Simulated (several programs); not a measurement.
# Many methods on one cell: ZnHgO2 (ordering on zincblende)

An ordered 4-atom cell of ZnHgO2 on the zincblende lattice (P-4m2), relaxed with r2SCAN in Ansatz, was computed with several methods. The symmetry is P-4m2 (No. 115, tetragonal); conventional cell a = 3.326 Å, c = 5.193 Å, 14.37 Å³ an atom. Zn has 4 O at 1.97 Å; O has 2 Zn at 1.97 Å and 2 Hg at 2.27 Å; Hg has 4 O at 2.27 Å. Spin-unpolarised throughout. Whether this structure exists isn't addressed.

```xyz
4
Lattice="3.3264 0.0000 0.0000 0.0000 3.3264 0.0000 0.0000 0.0000 5.1931" Properties=species:S:1:pos:R:3 pbc="T T T"
Zn    0.0000    0.0000    0.0000
O     0.0000    1.6632    1.0564
Hg    1.6632    1.6632    2.5965
O     1.6632    0.0000    4.1366
```

Gaps and times are for a single point on this cell; volume and bulk modulus come from each method's own relaxation or energy curve at fixed shape, which is too stiff where a cell has free coordinates or axes. Times are rough, from shared hosts (Arm Neoverse V1), and each method has its own mesh and cell size. A double dagger marks a value from a curve with shape and coordinates held. A star marks a curve whose lowest point is an end point. PM6 (MOPAC), PM7 (MOPAC), GFN1-xTB (tblite), GFN2-xTB (tblite) treat a cluster of cells at its zone centre, which samples few k points: where these miss a band edge, the gap comes out too large for that reason alone. Gaps from k meshes are read at a limited set of points (mesh, symmetry points, PBE's band edges), so each method's own least gap may be somewhat smaller. xTB and the PM methods were fitted mostly to molecules, and can miss a solid's gap by electronvolts. Minimal bases can be far off for gaps. Times of the plane-wave ladder aren't listed, since it ran on unlike processors and cards. d marks a direct gap, i an indirect one (no mark: not told apart), a dash a value that wasn't computed or didn't pass its checks.

```json
{"method": "light PBE (260 eV and a coarse mesh)", "kind": "light plane-wave", "gap (eV)": "overlap 0.04", "own volume (Å³/atom)": "–", "bulk modulus (GPa)": "–", "atoms computed": "4", "processor time": "2 s"}
{"method": "PM6 (MOPAC)", "kind": "semi-empirical", "gap (eV)": "2.55", "own volume (Å³/atom)": "–", "bulk modulus (GPa)": "–", "atoms computed": "cluster", "processor time": "3.1 s"}
{"method": "GFN1-xTB (tblite)", "kind": "tight binding", "gap (eV)": "0", "own volume (Å³/atom)": "14.45‡", "bulk modulus (GPa)": "59‡", "atoms computed": "cluster", "processor time": "3.2 s"}
{"method": "GFN2-xTB (tblite)", "kind": "tight binding", "gap (eV)": "0", "own volume (Å³/atom)": "12.80*‡", "bulk modulus (GPa)": "46*‡", "atoms computed": "cluster", "processor time": "6.9 s"}
{"method": "PM7 (MOPAC)", "kind": "semi-empirical", "gap (eV)": "3.20", "own volume (Å³/atom)": "13.45‡", "bulk modulus (GPa)": "212‡", "atoms computed": "cluster", "processor time": "7.8 s"}
{"method": "PBE/SZV (CP2K)", "kind": "small basis", "gap (eV)": "overlap 0.05", "own volume (Å³/atom)": "15.79*‡", "bulk modulus (GPa)": "96*‡", "atoms computed": "4", "processor time": "9 s"}
{"method": "PBE", "kind": "semilocal", "gap (eV)": "overlap 0.04", "own volume (Å³/atom)": "15.02", "bulk modulus (GPa)": "103‡", "atoms computed": "4", "processor time": "–"}
{"method": "PBE/DZVP (CP2K)", "kind": "small basis", "gap (eV)": "overlap 0.04", "own volume (Å³/atom)": "15.21‡", "bulk modulus (GPa)": "99‡", "atoms computed": "4", "processor time": "30 s"}
{"method": "r2SCAN", "kind": "semilocal", "gap (eV)": "overlap 0.04", "own volume (Å³/atom)": "14.37", "bulk modulus (GPa)": "122‡", "atoms computed": "4", "processor time": "–"}
{"method": "PBE/single zeta (GPAW)", "kind": "small basis", "gap (eV)": "overlap 0.05", "own volume (Å³/atom)": "–", "bulk modulus (GPa)": "–", "atoms computed": "4", "processor time": "34 s"}
{"method": "PBE+SOC", "kind": "semilocal", "gap (eV)": "0.03 i", "own volume (Å³/atom)": "–", "bulk modulus (GPa)": "–", "atoms computed": "4", "processor time": "–"}
{"method": "HSE06", "kind": "hybrid", "gap (eV)": "0.29 d", "own volume (Å³/atom)": "–", "bulk modulus (GPa)": "–", "atoms computed": "4", "processor time": "–"}
```

Against HSE06 (0.29 eV) and with closed or daggered gaps left aside, the nearest gap at the points sampled is that of PBE+SOC (-0.26 eV) and the farthest that of PM7 (MOPAC) (+2.91 eV). HSE06 is only a yardstick of convenience, and nearness to it can be luck.

Volumes against r2SCAN's: PBE +4.6 %.

With PBE and r2SCAN the bands overlap or touch, or nearly. Semilocal functionals can close a real gap, so this doesn't show a metal; small gaps of other methods may in turn close between the points read or with spin-orbit coupling, and the solid may be a semimetal.

Only the rows marked +SOC include spin-orbit coupling.
